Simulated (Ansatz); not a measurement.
# C₂H₇AlSSi: up Jacob's ladder to CCSD(T)

An exercise on one series of results from a longer session: the logs are not shown, and one member is left open.

The runs use Ansatz 0.2.0, Gaussian basis; functionals in def2-TZVPP, the program's frozen cores in correlated methods.

Levels to be run: PBE-D4, r2SCAN-D4, PBE0-D4, B3LYP-D4, ωB97X-V, ωB97M-V, B2PLYP; CCSD(T)/def2-TZVPP; MP2/def2-QZVPP; extrapolation to the limit.

## Structure used throughout

All runs share one geometry, relaxed beforehand with PBE0-D4 in a triple-zeta def2 set.

12 atoms, charge 0, spin multiplicity 1.

Atoms are counted from 1 here; the program's logs count them from 0.

Bond lengths: C1–Si2 1.873 Å, C1–H6 1.092 Å, C1–H7 1.093 Å, C1–H8 1.092 Å, Si2–Al3 2.320 Å, Si2–C4 1.891 Å, Si2–H9 1.499 Å, Al3–C4 2.018 Å, Al3–S5 2.351 Å, Al3–H10 1.578 Å, C4–S5 1.792 Å, C4–H11 1.086 Å, S5–H12 1.360 Å. Angles: Si2–C1–H6 110.8°, Si2–C1–H7 110.9°, Si2–C1–H8 110.6°, H6–C1–H7 108.4°, H6–C1–H8 108.0°, H7–C1–H8 108.0°, C1–Si2–Al3 123.3°, C1–Si2–C4 112.9°, C1–Si2–H9 110.4°, Al3–Si2–C4 56.2°, Al3–Si2–H9 125.2°, C4–Si2–H9 113.2°, Si2–Al3–C4 51.1°, Si2–Al3–S5 79.2°, Si2–Al3–H10 162.4°, C4–Al3–S5 47.7°, C4–Al3–H10 136.0°, S5–Al3–H10 117.7° and more.

As a file:

```mol
C2H7AlSSi
  3D, bonds by distance, orders not assigned

 12 13  0  0  0  0  0  0  0  0999 V2000
   -1.8219    0.5586   -0.8328 C   0  0
   -0.0456   -0.0173   -0.6814 Si  0  0
    0.6316   -1.6944    0.7723 Al  0  0
    0.6903    0.3062    1.0302 C   0  0
    2.4154   -0.1785    0.9862 S   0  0
   -2.4120    0.2256    0.0236 H   0  0
   -1.8747    1.6491   -0.8859 H   0  0
   -2.2811    0.1536   -1.7374 H   0  0
    0.7835    0.5452   -1.7969 H   0  0
    0.6273   -2.9599    1.7145 H   0  0
    0.5013    1.1538    1.6819 H   0  0
    2.8630    0.2028   -0.2402 H   0  0
  1  2  8  0
  1  6  8  0
  1  7  8  0
  1  8  8  0
  2  3  8  0
  2  4  8  0
  2  9  8  0
  3  4  8  0
  3  5  8  0
  3 10  8  0
  4  5  8  0
  4 11  8  0
  5 12  8  0
M  END
```

Set-up of the first run:

Input file in.yaml:

```yaml
crystal:
  periodic: [false, false, false]
  atoms:
    - {symbol: C, position_ang: [-1.821889, 0.558643, -0.832763]}
    - {symbol: Si, position_ang: [-0.045564, -0.017306, -0.681395]}
    - {symbol: Al, position_ang: [0.631556, -1.694433, 0.772316]}
    - {symbol: C, position_ang: [0.690309, 0.306229, 1.030183]}
    - {symbol: S, position_ang: [2.415379, -0.178514, 0.986156]}
    - {symbol: H, position_ang: [-2.411978, 0.225585, 0.023598]}
    - {symbol: H, position_ang: [-1.874662, 1.649074, -0.885902]}
    - {symbol: H, position_ang: [-2.281142, 0.153593, -1.737450]}
    - {symbol: H, position_ang: [0.783453, 0.545243, -1.796885]}
    - {symbol: H, position_ang: [0.627258, -2.959916, 1.714479]}
    - {symbol: H, position_ang: [0.501267, 1.153833, 1.681911]}
    - {symbol: H, position_ang: [2.863012, 0.202770, -0.240248]}
basis:
  gaussian: {orbitals: def2-TZVPP}
hamiltonian: {xc: pbe, dispersion: d4}
output: {forces: true, orbitals: {seedname: orbitals}}
```

Command:

```console
> ansatz run in.yaml --threads 4 --pin off --events-out ev --progress --plain --max-ram 10444MiB
```

Among the steps run: PBE-D4 (GGA); r2SCAN-D4 (meta-GGA); PBE0-D4 (hybrid); B3LYP-D4 (hybrid); ωB97X-V (range-separated); ωB97M-V (range-separated); B2PLYP (double hybrid); CCSD(T) in def2-TZVPP; MP2 in def2-QZVPP.

One of the session's tables, all rows but one given; the rest of the session is left out.

```
            method  atomisation energy (kJ/mol)
            PBE-D4                       4030.5
         r2SCAN-D4                            ?
           PBE0-D4                       3988.1
          B3LYP-D4                       3947.6
           ωB97X-V                       3994.2
           ωB97M-V                       3987.0
            B2PLYP                       3901.1
     HF/def2-TZVPP                       2881.5
    MP2/def2-TZVPP                       3903.4
   CCSD/def2-TZVPP                       3796.4
CCSD(T)/def2-TZVPP                       3861.6
           MP2/CBS                       4013.3
       CCSD(T)/CBS                       3971.6
```

Estimate the missing values for r2SCAN-D4.

As computed: atomisation energy (kJ/mol): 4003.6. In the column «atomisation energy (kJ/mol)» it lies between ωB97X-V (3994.2) and MP2/CBS (4013.3).

To keep in mind: Free atoms (2 C, 1 Si, 1 Al, 1 S, 7 H) were run apart at each level; the atomisation energy is their sum less the molecule, without zero-point or spin-orbit terms.
